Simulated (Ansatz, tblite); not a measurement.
# The cluster Cu2I3: one state, many levels

Aim: run the doublet of the cluster Cu2I3 at one geometry on many levels, and compare frontier levels, spin and run time.

Method: as each input shows; program: Ansatz 0.2.0, Gaussian basis.

The runs, in order: GFN1-xTB, GFN2-xTB, PBE-D4/def2-TZVP, r2SCAN-D4/def2-TZVP, B2PLYP/def2-TZVP, HSE06-D4/def2-TZVP, LDA/def2-TZVP, PBE-D4/def2-SVP, PBE0-D4/def2-SVP, MP2/def2-TZVP, RPA/def2-TZVP.

7 further runs of the same task are left out: 1 that didn't finish, 6 set aside as unsound or not needed. Runs told in other sessions of the task aren't counted.

**1. The structure**

The doublet was relaxed beforehand with B3LYP-D4/def2-SVP. At that level it is the lowest of the isomers that a small search found.

5 atoms, charge 0, spin multiplicity 2.

Bond lengths: Cu1–I3 2.458 Å, Cu1–I5 2.521 Å, Cu2–I4 2.458 Å, Cu2–I5 2.520 Å. Angles: I3–Cu1–I5 163.3°, I4–Cu2–I5 163.3°, Cu1–I5–Cu2 58.4°.

I takes a core potential in the def2 sets. No spin-orbit coupling is included.

PBE0-D4/def2-TZVP was run before; its log isn't repeated, and its numbers join the tables.

**2. GFN1-xTB**

Tight binding, by tblite at 300 K electronic temperature and without a spin-polarisation term:

```python
tblite.interface.Calculator('GFN1-xTB', numbers, positions, charge=0, uhf=1).singlepoint()
```

Energy -571.9432 eV; 0.005 s.

**3. GFN2-xTB**

Tight binding, by tblite at 300 K electronic temperature and without a spin-polarisation term:

```python
tblite.interface.Calculator('GFN2-xTB', numbers, positions, charge=0, uhf=1).singlepoint()
```

Energy -527.5072 eV; 0.011 s.

**4. PBE-D4/def2-TZVP**

start.molden holds the orbitals of an earlier run on this state, given as this run's starting guess.

The input, in.yaml:

```yaml
crystal:
  periodic: [false, false, false]
  atoms:
    - {symbol: Cu, position_ang: [1.240265, 0.382571, -0.311865]}
    - {symbol: Cu, position_ang: [-0.998399, 0.554190, 0.693655]}
    - {symbol: I, position_ang: [1.167292, -1.817379, -1.406592]}
    - {symbol: I, position_ang: [-2.040540, -1.572179, 0.033937]}
    - {symbol: I, position_ang: [0.631383, 2.452798, 0.990875]}
basis:
  gaussian: {orbitals: def2-TZVP, initial_orbitals: start.molden}
magnetization: {spin_polarized: true, initial_magnetization: 1}
hamiltonian: {xc: pbe, dispersion: d4}
scf: {omitted_lower_state_checks: [starts]}
output: {forces: true, orbitals: {seedname: orbitals}}
```

Run with:

```console
$ ansatz run in.yaml --threads 4 --pin off --events-out ev --progress --plain --max-ram 4787MiB
```

After this run come: r2SCAN-D4/def2-TZVP; B2PLYP/def2-TZVP; HSE06-D4/def2-TZVP; LDA/def2-TZVP; PBE-D4/def2-SVP; PBE0-D4/def2-SVP; MP2/def2-TZVP; RPA/def2-TZVP.

Before running them: what should the planned runs give, taken together? Wanted: gap in def2-TZVP, named functionals, smallest and largest; correlation energy, MP2/def2-TZVP; binding an atom, functionals in def2-TZVP; ⟨S²⟩ in def2-TZVP, named functionals, smallest and largest; PBE0 total energy, smallest basis above largest.

**Answer**, as computed:

| quantity | value |
| --- | --- |
| gap in def2-TZVP, named functionals, smallest and largest | 0.38 eV (LDA), 2.25 eV (PBE0-D4) |
| correlation energy, MP2/def2-TZVP | -64.14 eV |
| binding an atom, functionals in def2-TZVP | 1.84 (B2PLYP) to 2.46 eV (LDA) |
| ⟨S²⟩ in def2-TZVP, named functionals, smallest and largest | 0.751, 0.755 |
| PBE0 total energy, smallest basis above largest | 13.84 eV (def2-SVP, def2-TZVP) |

**Reading.** Over the named functionals in def2-TZVP the gap runs from 0.38 eV (LDA) to 2.25 eV (PBE0-D4); exact exchange widens it. Over the named functionals in def2-TZVP spin contamination reaches 0.01 (PBE0-D4), which is small.
